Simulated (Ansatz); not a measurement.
# Sb2MoC3: the cost of one run

Method: DFT PBE, scalar-relativistic, plane waves, PAW, in Ansatz 0.2.0.

1 further run of the same task is left out (set aside as unsound or not needed).

**1. The starting structure**

It takes space group P6/mmm (No. 191, hexagonal). Conventional cell: a = 5.859 Å, b = 5.859 Å, c = 3.056 Å, α = 90.00°, β = 90.00°, γ = 120.00°. Around Sb (site symmetry -6m2) lie 6 C at 2.28 Å. Around Mo (site symmetry 6/mmm) lie 2 Mo at 3.06 Å and 12 C at 3.30 Å and 6 Sb at 3.38 Å. C (site symmetry mmm) is surrounded by 4 Sb at 2.28 Å and 4 Mo at 3.30 Å.

As a file:

```xyz
6
Lattice="5.8594 0.0000 0.0000 -2.9297 5.0744 0.0000 0.0000 0.0000 3.0564" Properties=species:S:1:pos:R:3 pbc="T T T"
Sb    0.0000    3.3829    0.0000
Sb    2.9297    1.6915    0.0000
Mo    0.0000    0.0000    0.0000
C     2.9297    0.0000    1.5282
C     1.4648    2.5372    1.5282
C    -1.4648    2.5372    1.5282
```

The cell was relaxed beforehand at this level, from a database cell with other species swapped in; it is a trial structure. At a tolerance of 0.05 Å it has space group P6/mmm (No. 191); it has 15.15 Å³/atom, an uncorrected energy of +2.46 eV/atom over the elements.

**2. Electronic structure at the relaxed geometry**

The input, input.yaml:

```yaml
crystal:
  lattice:
    - [5.8593775984, 0.0, 0.0]
    - [-2.9296887992, 5.0743698505, 0.0]
    - [0.0, 0.0, 3.0564377865]
  atoms:
    - { symbol: Sb, position: [0.3333333333, 0.6666666667, 0.0] }
    - { symbol: Sb, position: [0.6666666667, 0.3333333333, 0.0] }
    - { symbol: Mo, position: [0.0, 0.0, 0.0], spin: 2.55 }
    - { symbol: C, position: [0.5, 0.0, 0.5], spin: -0.14 }
    - { symbol: C, position: [0.5, 0.5, 0.5], spin: -0.14 }
    - { symbol: C, position: [0.0, 0.5, 0.5], spin: -0.14 }
basis:
  ecutwfc: 420
kpoints:
  mp_grid: { grid: [6, 6, 12] }
  band_path:
    path:
      - [[0.0, 0.0, 0.0], [0.5, 0.0, 0.0], [0.33333333, 0.33333333, 0.0], [0.0, 0.0, 0.0], [0.0, 0.0, 0.5], [0.5, 0.0, 0.5], [0.33333333, 0.33333333, 0.5], [0.0, 0.0, 0.5]]
      - [[0.5, 0.0, 0.5], [0.5, 0.0, 0.0]]
      - [[0.33333333, 0.33333333, 0.5], [0.33333333, 0.33333333, 0.0]]
    npoints: 14
hamiltonian:
  xc: pbe
scf:
  occupations: { method: gaussian, width: 0.1 }
  n_extra_bands: 15
output:
  forces: true
  stress: true
  eigenvalues: true
  populations: true
  dos: { projected: true, de: 0.02, nscf_kmesh: { grid: [8, 8, 15] } }
  bader: true
  write_density: true
  write_potential: true
  elf: true
  volumetric_format: npy
magnetization:
  spin_polarized: true
checkpoint:
  read: start.run
  write: ck
  compress: false
  write_wavefunctions: false
  write_every: 100000
```

Run with:

```bash
ansatz run input.yaml --threads 1 --pin off --max-ram 2048MiB --backend cpu --events-out ev --progress --plain --runs-dir out
```

What time and memory should one allow on 1 thread of Arm Neoverse V1, shared host?

About 1.8 min, with a peak of 0.67 GiB.
